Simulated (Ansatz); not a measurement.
# Si3N4: further runs on the relaxed cell

One table from this session's results is given with a row withheld; the runs are named, their logs left out.

Method: DFT PBE, scalar-relativistic, plane waves, PAW, in Ansatz 0.2.0.

1 further run of the same task is left out (set aside as unsound or not needed).

## Starting point

It takes space group Fd-3m (No. 227, cubic). Conventional cell: a = 7.789 Å, b = 7.789 Å, c = 7.789 Å, α = 90.00°, β = 90.00°, γ = 90.00°. Si (site symmetry -3m) is surrounded by 6 N at 1.89 Å. Around Si (site symmetry -43m) lie 4 N at 1.79 Å. N (site symmetry 3m) has 4 Si at 1.79 to 1.89 Å as nearest neighbours.

Coordinates:

```xyz
14
Lattice="0.0000 3.8946 3.8946 3.8946 0.0000 3.8946 3.8946 3.8946 0.0000" Properties=species:S:1:pos:R:3 pbc="T T T"
Si    2.9210    2.9210    0.9737
Si    2.9210    0.9737    2.9210
Si    0.9737    2.9210    2.9210
Si    0.9737    0.9737    0.9737
Si    5.8419    5.8419    5.8419
Si    3.8946    3.8946    3.8946
N     2.8629    2.8629    2.8629
N     6.8737    4.8102    4.8102
N     4.8102    4.8102    6.8737
N     4.8102    6.8737    4.8102
N     4.9264    4.9264    2.8629
N     4.9264    2.8629    4.9264
N     6.8737    6.8737    6.8737
N     2.8629    4.9264    4.9264
```

It goes back to an entry of the Materials Project.

This cell was relaxed beforehand with the same method: volume 8.44 Å³/atom, gap on the mesh 3.34 eV.

The first run:

input.yaml reads:

```yaml
crystal:
  lattice:
    - [0.0, 3.8552763571, 3.8552763571]
    - [3.8552763571, 0.0, 3.8552763571]
    - [3.8552763571, 3.8552763571, 0.0]
  atoms:
    - { symbol: Si, position: [0.125, 0.125, 0.625] }
    - { symbol: Si, position: [0.125, 0.625, 0.125] }
    - { symbol: Si, position: [0.625, 0.125, 0.125] }
    - { symbol: Si, position: [0.125, 0.125, 0.125] }
    - { symbol: Si, position: [0.75, 0.75, 0.75] }
    - { symbol: Si, position: [0.5, 0.5, 0.5] }
    - { symbol: "N", position: [0.3675422916, 0.3675422916, 0.3675422916] }
    - { symbol: "N", position: [0.3526268749, 0.8824577084, 0.8824577084] }
    - { symbol: "N", position: [0.8824577084, 0.8824577084, 0.3526268749] }
    - { symbol: "N", position: [0.8824577084, 0.3526268749, 0.8824577084] }
    - { symbol: "N", position: [0.3675422916, 0.3675422916, 0.8973731251] }
    - { symbol: "N", position: [0.3675422916, 0.8973731251, 0.3675422916] }
    - { symbol: "N", position: [0.8824577084, 0.8824577084, 0.8824577084] }
    - { symbol: "N", position: [0.8973731251, 0.3675422916, 0.3675422916] }
basis:
  ecutwfc: 420
kpoints:
  mp_grid: { grid: [6, 6, 6] }
hamiltonian:
  xc: pbe
scf:
  occupations: { method: gaussian, width: 0.02 }
output:
  forces: true
  stress: true
  eigenvalues: true
relax:
  adjacent_minimum: "off"
  f_tol: 0.01
  max_steps: 30
```

Started as:

```bash
ansatz run input.yaml --threads 4 --pin off --max-ram 10240MiB --backend cpu --events-out ev --progress --plain --runs-dir out
```

Among the steps run: The cell scaled to 0.97 of its volume; Point at V/V0 = 1.03; Volume × 0.94; Point at V/V0 = 1.06; Volume × 0.91; Volume × 1.10; The cell scaled to 0.88 of its volume.

One of the session's tables, all rows but one given; the rest of the session is left out.

It belongs to the step «Fit of the equation of state». 

| volume (Å³/atom) | energy above the lowest point (meV/atom) | pressure (GPa) | gap on the mesh (eV) |
| --- | --- | --- | --- |
| 7.426 | 138.3 | 48.75 | 3.86 |
| 7.680 | 73.5 | 33.61 | 3.72 |
| 7.933 | 30.9 | 20.64 | 3.59 |
| 8.186 | 7.3 | 9.52 | 3.46 |
| 8.439 | 0.0 | 0.00 | 3.34 |
| 8.692 | 6.6 | -8.14 | 3.23 |
| 8.945 | ? | ? | ? |
| 9.283 | 65.3 | -22.82 | 2.98 |

**Question.** Estimate the row for volume (Å³/atom) = 8.945.

Worked estimate for «energy above the lowest point (meV/atom)». A straight line through the neighbours (8.692, 6.6) and (9.283, 65.3) gives 6.6 + (65.3 − 6.6) × (8.945 − 8.692) / (9.283 − 8.692) = 31.7; a parabola fitted to 3 rows on both sides gives 24.3.

The run gave: energy above the lowest point (meV/atom): 25.1; pressure (GPa): -15.11; gap on the mesh (eV): 3.12. In «energy above the lowest point (meV/atom)» the line misses by +6.6 and the parabola by -0.8.

Limits of these values: Warnings in the runs' records: stress scf threshold loose.
